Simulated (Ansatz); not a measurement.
# K2YIF6 (element-swapped structure): how the settings move a single-point run

How sensitive is a single-point run of K2YIF6 (element-swapped structure) to its settings? A reference run comes first, then four runs with altered input.

Program: Ansatz 0.2.0. Level of theory: reference: DFT PBE, plane waves, PAW, scalar-relativistic, no spin polarisation. These are calculated values, not measurements.

## (1) The structure to begin with

The structure is cubic, space group Fm-3m (No. 225). The conventional cell has a = 9.164 Å, b = 9.164 Å, c = 9.164 Å, α = 90.00°, β = 90.00°, γ = 90.00°. Around F (site symmetry 4mm) lie 1 Y at 2.24 Å and 1 I at 2.35 Å and 4 K at 3.24 Å. I (site symmetry m-3m) is surrounded by 6 F at 2.35 Å. Y (site symmetry m-3m) has 6 F at 2.24 Å as nearest neighbours. K (site symmetry -43m) has 12 F at 3.24 Å as nearest neighbours.

Coordinates:

```
F I Y K
1.0
     0.00000    4.58207    4.58207
     4.58207    0.00000    4.58207
     4.58207    4.58207    0.00000
F I Y K
6 1 1 2
Cartesian
  2.2361 4.5821 4.5821
  4.5821 2.2361 4.5821
  6.9281 4.5821 4.5821
  4.5821 6.9281 4.5821
  4.5821 4.5821 2.2361
  4.5821 4.5821 6.9281
  4.5821 4.5821 4.5821
  0.0000 0.0000 0.0000
  2.2910 2.2910 2.2910
  6.8731 6.8731 6.8731
```

## (2) Baseline

input.yaml

```yaml
crystal:
  lattice:
    - [0.0, 4.582072, 4.582072]
    - [4.582072, 0.0, 4.582072]
    - [4.582072, 4.582072, 0.0]
  atoms:
    - { symbol: F, position: [0.756, 0.244, 0.244] }
    - { symbol: F, position: [0.244, 0.756, 0.244] }
    - { symbol: F, position: [0.244, 0.756, 0.756] }
    - { symbol: F, position: [0.756, 0.244, 0.756] }
    - { symbol: F, position: [0.244, 0.244, 0.756] }
    - { symbol: F, position: [0.756, 0.756, 0.244] }
    - { symbol: I, position: [0.5, 0.5, 0.5] }
    - { symbol: "Y", position: [0.0, 0.0, 0.0] }
    - { symbol: K, position: [0.25, 0.25, 0.25] }
    - { symbol: K, position: [0.75, 0.75, 0.75] }
  symmetry: { tolerance: 0.0003 }
kpoints:
  mp_grid: { grid: [4, 4, 4], shift: [0, 0, 0] }
magnetization:
  spin_polarized: false
scf:
  occupations: { method: fermi_dirac, width: 0.0516 }
hamiltonian:
  pseudopotentials: { kind: paw }
  xc: pbe
basis:
  ecutwfc: 420
output:
  forces: true
  stress: true
  eigenvalues: true
  write_density: true
  write_potential: true
  elf: true
  volumetric_format: npy
```

Run with:

```
$ ansatz run input.yaml --threads 1 --pin off --max-ram 2560MiB --backend cpu --events-out ev --progress --plain --runs-dir out
```

## (3) Variant: eigensolver.kind davidson, preconditioner local_kerker, dispersion d4, basis.precision f64

Changes to input.yaml since step 2:

```diff
@@ -23,2 +23,4 @@
   occupations: { method: fermi_dirac, width: 0.0516 }
+  eigensolver: { kind: davidson }
+  mixing: { preconditioner: local_kerker }
 hamiltonian:
@@ -26,4 +28,6 @@
   xc: pbe
+  dispersion: d4
 basis:
   ecutwfc: 420
+  precision: f64
 output:
@@ -32,5 +36 @@
   eigenvalues: true
-  write_density: true
-  write_potential: true
-  elf: true
-  volumetric_format: npy
```

## (4) Changing settings: chi_scale 0.3, preconditioner local_kerker

Changes to input.yaml since step 2:

```diff
@@ -23,2 +23,4 @@
   occupations: { method: fermi_dirac, width: 0.0516 }
+  initial_density: { chi_scale: 0.3 }
+  mixing: { preconditioner: local_kerker }
 hamiltonian:
```

## (5) Changed: ecutwfc 700 eV

Changes to input.yaml since step 2:

```diff
@@ -27,3 +27,3 @@
 basis:
-  ecutwfc: 420
+  ecutwfc: "700 eV"
 output:
```

## (6) A further run, with the input changed

Changes to input.yaml since step 2:

```diff
@@ -23,5 +23,6 @@
   occupations: { method: fermi_dirac, width: 0.0516 }
+  max_iter: 100
 hamiltonian:
   pseudopotentials: { kind: paw }
-  xc: pbe
+  xc: scan0x
 basis:
@@ -32,5 +33 @@
   eigenvalues: true
-  write_density: true
-  write_potential: true
-  elf: true
-  volumetric_format: npy
```

(Steps that only read results are left out.)

Before running it: what results should come out? Wanted: for each run, ending; energy change; pressure; gap; force.

**Answer**, as computed:

| run | ending | energy change | pressure (GPa) | gap (eV) | force (eV/Å) | cycles | time |
| --- | --- | --- | --- | --- | --- | --- | --- |
| reference | converged | 0 | 7.5 | 0.00 | 2.98 | 9 | 9.1 s |
| 1: eigensolver.kind davidson, preconditioner local_kerker, dispersion d4, basis.precision f64 | converged | -105.6 meV/atom (offset of the dispersion model) | 6.6 | 0.00 | 2.99 | 7 | 12 s |
| 2: chi_scale 0.3, preconditioner local_kerker | converged | 0.0 meV/atom | 7.5 | 0.00 | 2.98 | 12 | 14 s |
| 3: ecutwfc 700 eV | converged | -3.5 meV/atom | 7.5 | 0.00 | 2.98 | 9 | 21 s |
| 4: xc scan0x | refused | - | - | - | - | - | 0.03 s |

Times don't compare one to one where runs were asked for different outputs or read a saved state (see the inputs); cycles may leave out searches for a lower state.

Residual by cycle in the longest SCF loop of each run; runs are numbered as in the table. The quantity is the density residual dr2, in eV.

```
cycle  reference    run 1    run 2    run 3
    1     0.0151   0.0147    3.2e3   0.0157
    2    0.00235  0.00546      229  0.00244
    3    0.00117  0.00134     41.1  0.00129
    4     4.3e-4   1.4e-4     2.44   4.5e-4
    5     2.4e-4   4.0e-6      1.9   2.6e-4
    6     6.8e-5   2.4e-7    0.511   6.8e-5
    7     7.3e-6   8.3e-9    0.126   9.2e-6
    8     3.3e-7        -   0.0239   2.4e-7
    9     4.6e-8        -  0.00262   3.1e-8
   10          -        -   7.3e-6        -
   11          -        -   1.7e-7        -
   12          -        -   4.8e-9        -
```

Of the converged runs whose energies compare with the reference's, «ecutwfc 700 eV» moves the energy most (-3.5 meV/atom). The pressure spans 6.6 to 7.5 GPa over the reference and the converged variants. 1 of the 4 altered inputs did not end normally.

The reference is no final answer either: the cell is far from equilibrium (7 GPa, forces up to 3.0 eV/Å), so its values aren't those of the relaxed material; the structure is made up and not relaxed.
